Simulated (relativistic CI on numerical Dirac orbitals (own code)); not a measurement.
# Ta³⁴⁺: how the levels respond to the fine-structure constant and the nuclear radius

Aim: the factor q = dE/dx of each excitation energy, x = (α/α0)² − 1, by finite differences, and the field-shift factor by the mean square nuclear radius, for the lowest 30 levels.

Method: Dirac-Coulomb-Breit CI, KLI orbitals optimised for each configuration, derivatives by finite differences. Code: relativistic CI on numerical Dirac orbitals (own code) version 2.

## Step 1: Starting point

* ion: Ta³⁴⁺ (Ta XXXV)
* nuclear charge: 73
* electrons: 39
* isotope: A = 181
* first configuration: [Kr] 4d3

Outer shells as boxes (Hund's rule):

[Kr] 4d3
```
[Kr] core
4d [↑ ][↑ ][↑ ][  ][  ]
```

## Step 2: Levels and derivatives

The run's settings:

```ini
atom Ta  Z=73  charge=34  electrons=39
nucleus A=181  rms_radius_fm=5.3507
hamiltonian dirac-coulomb  breit=on  qed=off  c_scale=1
orbitals kli  potential=per-configuration
slater_scale 1
correlation none
mixing on
configurations
  [Kr] 4d3
  [Kr] 4d2 4f
  [Ar] 3d10 4s2 4p5 4d4
  [Kr] 4d 4f2
  [Ar] 3d10 4s 4p6 4d4
  [Ar] 3d10 4p6 4d5
  [Kr] 4d2 5s
  [Kr] 4d 4f 5s
end
derivatives alpha2 +-0.01 radius +-1%
```

What does the calculation give? Wanted: lowest level; largest q in size, lowest 30 levels; largest K in size within the lowest configuration; largest field-shift factor among them.

As calculated:

| quantity | value |
| --- | --- |
| lowest level | 4d3 [4d3/2^3] J=3/2 |
| largest q in size, lowest 30 levels | 403900 cm⁻¹ (4d3 [4d5/2^3] J=9/2) |
| largest K in size within the lowest configuration | 2.44 (4d3 4F5/2) |
| largest field-shift factor among them | 14.8 GHz/fm² (4p5 4d4 [4p3/2^3 4d3/2^3 4d5/2] J=5/2° (iii)) |

In words: Among these levels the largest q belongs to 4d3 [4d5/2^3] J=9/2, within the lowest configuration. K = 2q/E, the relative sensitivity of a level, hangs on the computed energy: between configurations that lie close it can be off by a factor of several.
